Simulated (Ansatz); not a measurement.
# SbH₄− (singlet): the correlation ladder, def2-SVPD

An exercise on one series of results from a longer session: the logs are not shown, and one member is left open.

The runs use Ansatz 0.2.0, Gaussian basis; def2-SVPD, core rule «outside noble gas», up to 9 orbitals frozen.

The runs, in order: UHF; CCSD(T) on RHF; BCCD(T) on RHF; CISD; CCSDT(Q) on RHF; CASSCF and MRCISD+Q, 10 electrons in 8 orbitals; CASSCF and MRCISD+Q(relaxed), 10 electrons in 8 orbitals; CASSCF and NEVPT2, 10 electrons in 8 orbitals.

18 further runs of the same task are left out: 1 for a known fault of the program, 6 that didn't finish, 11 set aside as unsound or not needed. Runs told in other sessions of the task aren't counted.

**The system**

The geometry is a PBE0/def2-TZVPD stationary point (not a proven minimum). No spin-orbit coupling is included. Elements past krypton take def2 core potentials.

5 atoms, charge -1, spin multiplicity 1.

Atoms are counted from 1 here; the program's logs count them from 0.

Bond lengths: Sb1–H2 1.976 Å, Sb1–H3 1.717 Å, Sb1–H4 1.717 Å, Sb1–H5 1.976 Å. Angles: H2–Sb1–H3 83.5°, H2–Sb1–H4 83.5°, H2–Sb1–H5 159.5°, H3–Sb1–H4 101.0°, H3–Sb1–H5 83.5°, H4–Sb1–H5 83.5°.

The first run:

in.yaml

```yaml
crystal:
  periodic: [false, false, false]
  atoms:
    - {symbol: Sb, position_ang: [0.023149, 0.000000, 0.000000]}
    - {symbol: H, position_ang: [-0.329309, 0.000001, -1.944760]}
    - {symbol: H, position_ang: [-1.068877, 1.324629, 0.000001]}
    - {symbol: H, position_ang: [-1.068877, -1.324629, -0.000001]}
    - {symbol: H, position_ang: [-0.329309, -0.000001, 1.944760]}
basis:
  gaussian: {orbitals: def2-SVPD}
total_charge: -1
magnetization: {spin_polarized: true, initial_magnetization: 0}
hamiltonian: {xc: hf}
output: {orbitals: {seedname: orbitals}}
```

On the command line:

```sh
$ ansatz run in.yaml --threads 1 --pin off --events-out ev --progress --plain --max-ram 2393MiB
```

Steps of the session up to this table: UHF; CCSD(T) on RHF; BCCD(T) on RHF; CISD; CCSDT(Q) on RHF; CASSCF and MRCISD+Q, 10 electrons in 8 orbitals; CASSCF and MRCISD+Q(relaxed), 10 electrons in 8 orbitals; CASSCF and NEVPT2, 10 electrons in 8 orbitals.

One of the session's tables, all rows but one given; the rest of the session is left out.

It belongs to the step «Misses and costs». 

| method | from RCCSDT(Q) (meV) |
| --- | --- |
| RHF | +5176.0 |
| RMP2 | +1131.0 |
| CISD | +552.0 |
| RCCSD | +172.9 |
| RCCSD(T) | +32.9 |
| BCCD(T) | +32.2 |
| RCCSDT | +5.8 |
| RCCSDT(Q) | 0 |
| CASSCF valence | +3824.0 |
| NEVPT2 valence | +1037.6 |
| MRCISD valence | ? |
| MRCISD+Q valence | +9.0 |
| MRCISD+Q(relaxed) valence | -11.3 |

Q: Estimate the row for MRCISD valence from the others.

**Answer.** from RCCSDT(Q) (meV): +292.5. In the column «from RCCSDT(Q) (meV)» it lies between RCCSD (+172.9) and CISD (+552.0).
